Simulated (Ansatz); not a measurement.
# C3H8SSi: a ladder of functionals and wavefunction methods

Aim: compute C3H8SSi with functionals from several rungs and with coupled cluster. The yardstick is the atomisation energy at the CCSD(T) limit.

Computed with Ansatz 0.2.0, Gaussian basis. Level: functionals in def2-TZVPP, the program's frozen cores in correlated methods.

The runs, in order: PBE-D4, r2SCAN-D4, PBE0-D4, B3LYP-D4, ωB97X-V, ωB97M-V, B2PLYP; CCSD(T)/def2-TZVPP; MP2/def2-QZVPP; extrapolation to the limit.

## Step 1: Structure used throughout

The geometry comes from an earlier relaxation with PBE0-D4 in a triple-zeta def2 set; it is a stationary point, not always the lowest conformer.

SMILES `C=CSC[SiH3]`, 13 atoms, charge 0, spin multiplicity 1.

Atoms are counted from 1 here; the program's logs count them from 0.

Bond lengths: C1–C2 1.328 Å, C1–H6 1.084 Å, C1–H7 1.083 Å, C2–S3 1.744 Å, C2–H8 1.087 Å, S3–C4 1.810 Å, C4–Si5 1.882 Å, C4–H9 1.093 Å, C4–H10 1.094 Å, Si5–H11 1.484 Å, Si5–H12 1.490 Å, Si5–H13 1.485 Å. Angles: C2–C1–H6 122.0°, C2–C1–H7 120.4°, H6–C1–H7 117.6°, C1–C2–S3 123.9°, C1–C2–H8 120.8°, S3–C2–H8 115.2°, C2–S3–C4 101.1°, S3–C4–Si5 112.4°, S3–C4–H9 105.2°, S3–C4–H10 109.8°, Si5–C4–H9 109.6°, Si5–C4–H10 112.6°, H9–C4–H10 106.8°, C4–Si5–H11 109.2°, C4–Si5–H12 110.0°, C4–Si5–H13 110.0°, H11–Si5–H12 109.4°, H11–Si5–H13 109.6° and more.

## Step 2: PBE-D4 (GGA)

in.yaml reads:

```yaml
crystal:
  periodic: [false, false, false]
  atoms:
    - {symbol: C, position_ang: [-2.471637, 0.537823, 0.780865]}
    - {symbol: C, position_ang: [-1.470493, -0.204766, 0.323030]}
    - {symbol: S, position_ang: [-0.131003, -0.740659, 1.303040]}
    - {symbol: C, position_ang: [1.131132, -1.029468, 0.038744]}
    - {symbol: Si, position_ang: [1.758366, 0.570869, -0.728004]}
    - {symbol: H, position_ang: [-2.481631, 0.928586, 1.791861]}
    - {symbol: H, position_ang: [-3.321982, 0.760416, 0.148241]}
    - {symbol: H, position_ang: [-1.476410, -0.580499, -0.697008]}
    - {symbol: H, position_ang: [1.949684, -1.532445, 0.560205]}
    - {symbol: H, position_ang: [0.752648, -1.733503, -0.707563]}
    - {symbol: H, position_ang: [2.345393, 1.423571, 0.335612]}
    - {symbol: H, position_ang: [2.798521, 0.272880, -1.752435]}
    - {symbol: H, position_ang: [0.637913, 1.292695, -1.381988]}
basis:
  gaussian: {orbitals: def2-TZVPP}
hamiltonian: {xc: pbe, dispersion: d4}
output: {forces: true, orbitals: {seedname: orbitals}}
```

Launch:

```sh
$ ansatz run in.yaml --threads 4 --pin off --events-out ev --progress --plain --max-ram 10444MiB
```

After this run come: r2SCAN-D4 (meta-GGA); PBE0-D4 (hybrid); B3LYP-D4 (hybrid); ωB97X-V (range-separated); ωB97M-V (range-separated); B2PLYP (double hybrid); CCSD(T) in def2-TZVPP; MP2 in def2-QZVPP.

Q: Predict the results of all the runs planned. Wanted: atomisation energy, CCSD(T)/CBS; farthest; mean size of error, hybrid; mean size of error, range-separated; gap, smallest and largest; T1 diagnostic; triples share of the correlation energy.

As calculated:

| quantity | value |
| --- | --- |
| atomisation energy, CCSD(T)/CBS | 48.811 eV |
| functionals within 0.244 eV (0.5 %) | r2SCAN-D4, PBE0-D4, B3LYP-D4, ωB97X-V, ωB97M-V |
| farthest | PBE-D4 (+0.815 eV) |
| mean size of error, hybrid | 0.121 eV |
| mean size of error, range-separated | 0.181 eV |
| gap, smallest and largest | 3.97 eV (PBE-D4), 10.33 eV (ωB97X-V) |
| T1 diagnostic | 0.0119 |
| triples share of the correlation energy | 4.3 % |

In words: PBE-D4 misses by +0.815 eV. Double hybrids carry the basis error of their MP2 part in triple zeta, and no dispersion term here, so their miss is partly the set-up's. Misses under about 0.244 eV are within the doubt on the reference itself, which lacks core-valence correlation, relativity and higher excitations. Hartree-Fock recovers 74 % of the binding; the rest is correlation. Orbital gaps span 4.0 to 10.3 eV; exact exchange widens them.
